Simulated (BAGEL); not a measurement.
# SiClF2 (SMILES F[Si](F)Cl): FCI/STO-3G (density fitting with qzvpp-jkfit)

What is the vertical doublet–quartet gap of SiClF2 at FCI/STO-3G (density fitting with qzvpp-jkfit)? 

Program for the calculation: BAGEL 1.2.2.

19 further runs of the same task are left out: 19 set aside as unsound or not needed.

### Step 1. The molecule

SiClF2 has 4 atoms, charge 0, and is taken as a doublet. As SMILES, `F[Si](F)Cl`. Geometry: relaxed at PBE0-D4/def2-TZVP.

Bond lengths: F1–Si2 1.585 Å, Si2–F3 1.585 Å, Si2–Cl4 2.036 Å. Angles: F1–Si2–F3 107.0°, F1–Si2–Cl4 108.9°, F3–Si2–Cl4 108.9°.

### Step 2. A single-point energy at FCI/STO-3G (density fitting with qzvpp-jkfit)

fci.json

```json
{ "bagel": [

{
  "title": "molecule",
  "basis": "sto-3g",
  "df_basis": "qzvpp-jkfit",
  "angstrom": true,
  "geometry": [
    { "atom": "F", "xyz": [    1.308200,    0.129000,    0.798000 ] },
    { "atom": "Si", "xyz": [    0.221200,   -0.316500,   -0.265700 ] },
    { "atom": "F", "xyz": [   -0.871800,   -1.157400,    0.514900 ] },
    { "atom": "Cl", "xyz": [   -0.657600,    1.344900,   -1.047300 ] }
  ]
},
{ "title": "hf", "charge": 1 },
{ "title": "fci", "nstate": 1, "charge": 0, "ncore": 12, "nspin": 1 }

]}
```

The run is started by

```bash
$ BAGEL_NUM_THREADS=1 BAGEL fci.json > fci.out
```

Output:

```text
* using 1 threads per process

  ===============================================================
  ===============================================================

  *** Geometry ***

  { "atom" : "F", "xyz" : [      2.472140,      0.243775,      1.508001 ] },
  { "atom" : "Si", "xyz" : [      0.418007,     -0.598098,     -0.502100 ] },
  { "atom" : "F", "xyz" : [     -1.647463,     -2.187169,      0.973020 ] },
  { "atom" : "Cl", "xyz" : [     -1.242684,      2.541493,     -1.979110 ] },

  Number of auxiliary basis functions:      410

  Since a DF basis is specified, we compute 2- and 3-index integrals:
    o Being stored without compression. Storage requirement is 0.003 GB

  Number of basis functions:       28
  Number of electrons      :       49

    * METHOD: MOLECULE                             0.11

  *** RHF ***

  === Nuclear Repulsion ===
   217.5992999081

      * DIIS with orbital gradients will be used.

  === RHF iteration (sto-3g) ===
      0       -935.85028461          0.02372020           0.02
      1       -936.02330133          0.00962400           0.01
      2       -936.04435924          0.00108243           0.01
      3       -936.04504232          0.00035235           0.01
      4       -936.04512351          0.00008381           0.01
      5       -936.04512803          0.00002196           0.01
      6       -936.04512841          0.00000845           0.02
      7       -936.04512849          0.00000282           0.01
      8       -936.04512849          0.00000102           0.01
      9       -936.04512849          0.00000024           0.01
     10       -936.04512849          0.00000008           0.02
     11       -936.04512849          0.00000002           0.01
     12       -936.04512849          0.00000001           0.01
    * SCF iteration converged.

    * Permanent dipole moment:
           (   -0.887074,     1.380971,     0.557404) a.u.

    * METHOD: HF                                   0.26

  ---------------------------
        FCI calculation
  ---------------------------

  Performs exactly the same way as Knowles & Handy 1984 CPL

  o alpha-beta strings
      length:          2380
  o size of the space
      determinant space:  1019200
      spin-adapted space: 495040

  o single displacement lists (alpha)
      length:         29120
  o single displacement lists (beta)
      length:        109200

     guess   0:   closed 111111111111....     open ............1...

  === FCI iteration ===

      0  0      -936.29194043     3.94e-04      3.21
      1  0      -936.37168891     2.04e-04      3.29
      2  0      -936.38935668     1.05e-04      3.38
      3  0      -936.39253990     5.21e-05      3.33
      4  0      -936.39329878     2.67e-05      3.20
      5  0      -936.39348282     1.30e-05      3.46
      6  0      -936.39352575     5.97e-06      3.30
      7  0      -936.39353592     3.20e-06      3.21
      8  0      -936.39353848     1.72e-06      3.05
      9  0      -936.39353921     8.57e-07      3.09
     10  0      -936.39353942     4.79e-07      3.31
     11  0      -936.39353948     2.57e-07      3.28
     12  0      -936.39353949     1.25e-07      3.18
     13  0      -936.39353950     6.23e-08      3.23
     14  0      -936.39353950     2.90e-08      3.10
     15  0      -936.39353950     1.32e-08      3.11
     16  0      -936.39353950     6.30e-09      3.11
     17  0      -936.39353950     2.90e-09      3.07
     18  0      -936.39353950     1.36e-09      3.03
     19  0      -936.39353950     6.63e-10      3.16
    ** throwing out 1 trial vectors **
     20  0      -936.39353950     3.04e-10      3.01
    ** throwing out 1 trial vectors **
     21  0      -936.39353950     1.39e-10      3.07
    ** throwing out 1 trial vectors **
     22  0 *    -936.39353950     6.58e-11      3.02

     * ci vector, state   0, <S^2> = 0.7500
       222222222222a...    -0.9572553049
       222222222a222...     0.0674902719
       222222222b22aa..     0.0636545925
       2222222222a22...    -0.0577302053
       222a222222222...    -0.0520809723

    * METHOD: FCI                                 74.11

  ===============================================================
```

It took 75 s on 1 thread of Arm Neoverse V1, shared host; peak memory 2.5 GiB.

### Step 3. The quartet at the same level

calc.json

```json
{ "bagel" : [

{
  "title" : "molecule",
  "basis" : "sto-3g",
  "df_basis" : "qzvpp-jkfit",
  "angstrom" : "true",
  "geometry" : [
    { "atom" : "F", "xyz" : [       1.308200,       0.129000,       0.798000 ] },
    { "atom" : "Si", "xyz" : [       0.221200,      -0.316500,      -0.265700 ] },
    { "atom" : "F", "xyz" : [      -0.871800,      -1.157400,       0.514900 ] },
    { "atom" : "Cl", "xyz" : [      -0.657600,       1.344900,      -1.047300 ] }
  ]
},

{
  "title" : "hf",
  "charge" : 1
},

{
  "title" : "fci",
  "nstate" : 1,
  "ncore" : 12,
  "nspin" : 3
}

]}
```

The run is started by

```bash
$ BAGEL_NUM_THREADS=1 BAGEL calc.json > calc.out
```

Output:

```text
* using 1 threads per process

  ===============================================================
  ===============================================================

  *** Geometry ***

  { "atom" : "F", "xyz" : [      2.472140,      0.243775,      1.508001 ] },
  { "atom" : "Si", "xyz" : [      0.418007,     -0.598098,     -0.502100 ] },
  { "atom" : "F", "xyz" : [     -1.647463,     -2.187169,      0.973020 ] },
  { "atom" : "Cl", "xyz" : [     -1.242684,      2.541493,     -1.979110 ] },

  Number of auxiliary basis functions:      410

  Since a DF basis is specified, we compute 2- and 3-index integrals:
    o Being stored without compression. Storage requirement is 0.003 GB

  Number of basis functions:       28
  Number of electrons      :       49

    * METHOD: MOLECULE                             0.11

  *** RHF ***

  === Nuclear Repulsion ===
   217.5992999081

      * DIIS with orbital gradients will be used.

  === RHF iteration (sto-3g) ===
      0       -935.85028461          0.02372020           0.02
      1       -936.02330133          0.00962400           0.01
      2       -936.04435924          0.00108243           0.01
[... 9 lines of this table left out ...]
     12       -936.04512849          0.00000001           0.02
    * SCF iteration converged.

    * Permanent dipole moment:
           (   -0.887074,     1.380971,     0.557404) a.u.

    * METHOD: HF                                   0.26

  ---------------------------
        FCI calculation
  ---------------------------

  Performs exactly the same way as Knowles & Handy 1984 CPL

  o alpha-beta strings
      length:          4488
  o size of the space
      determinant space:  524160
      spin-adapted space: 396032

  o single displacement lists (alpha)
      length:          5040
  o single displacement lists (beta)
      length:        288288

     guess   0:   closed 1111111111.1....     open ..........1.11..

[... 141 lines left out ...]
    ** throwing out 1 trial vectors **
     87  0      -935.98669956     1.55e-10      1.88
    ** throwing out 1 trial vectors **
     88  0      -935.98669956     1.46e-10      1.83
    ** throwing out 1 trial vectors **
     89  0      -935.98669956     1.44e-10      1.86
    ** throwing out 1 trial vectors **
     90  0      -935.98669956     1.48e-10      1.81
    ** throwing out 1 trial vectors **
     91  0      -935.98669956     1.49e-10      1.79
    ** throwing out 1 trial vectors **
     92  0      -935.98669956     1.28e-10      1.82
    ** throwing out 1 trial vectors **
     93  0 *    -935.98669956     9.71e-11      1.66

     * ci vector, state   0, <S^2> = 3.7500
       222222222a22aa..     0.6725252980
       2222222222a2aa..     0.3638574907
       2222a2222222aa..     0.2599658036
       22222222a222a.a.     0.2255066688
       2222a2222222a..a    -0.2093973477
       22222a222222a.a.    -0.1997534670
       222222222a22a..a    -0.1990166964
       222222222aa22a..     0.1156263933
       22222a22a2222a..     0.0865976880
       222222a22222aa..    -0.0770116551
       22222222222aa.a.     0.0738934769
       2222222a2222a.a.     0.0737221060
       222222a22a222a..    -0.0715605437
       22222a222222.aa.    -0.0655659028
       222222222aa2a2..    -0.0637360818
       2222a2222222.a.a    -0.0615498267
       22a222222222aa..     0.0583698332
       222222222.22aa.a     0.0555821916
       22222a22a2222..a    -0.0535370344
       22222a2b2222aa.a     0.0507508882

    * METHOD: FCI                                166.57

  ===============================================================
```

It took 2.8 min on 1 thread of Arm Neoverse V1, shared host; peak memory 1.3 GiB.

### Step 4. Results

Level: FCI/STO-3G (density fitting with qzvpp-jkfit), 12 core orbitals frozen.

```
                                        quantity          value
                           doublet: total energy  -936.39354 Eh
                           quartet: total energy  -935.98670 Eh
vertical energy of the quartet above the doublet      11.071 eV
```

What this shows: At this shape the quartet lies 11.07 eV (255 kcal/mol) above the doublet. In a minimal basis such a difference can be off by several eV, whatever the method.
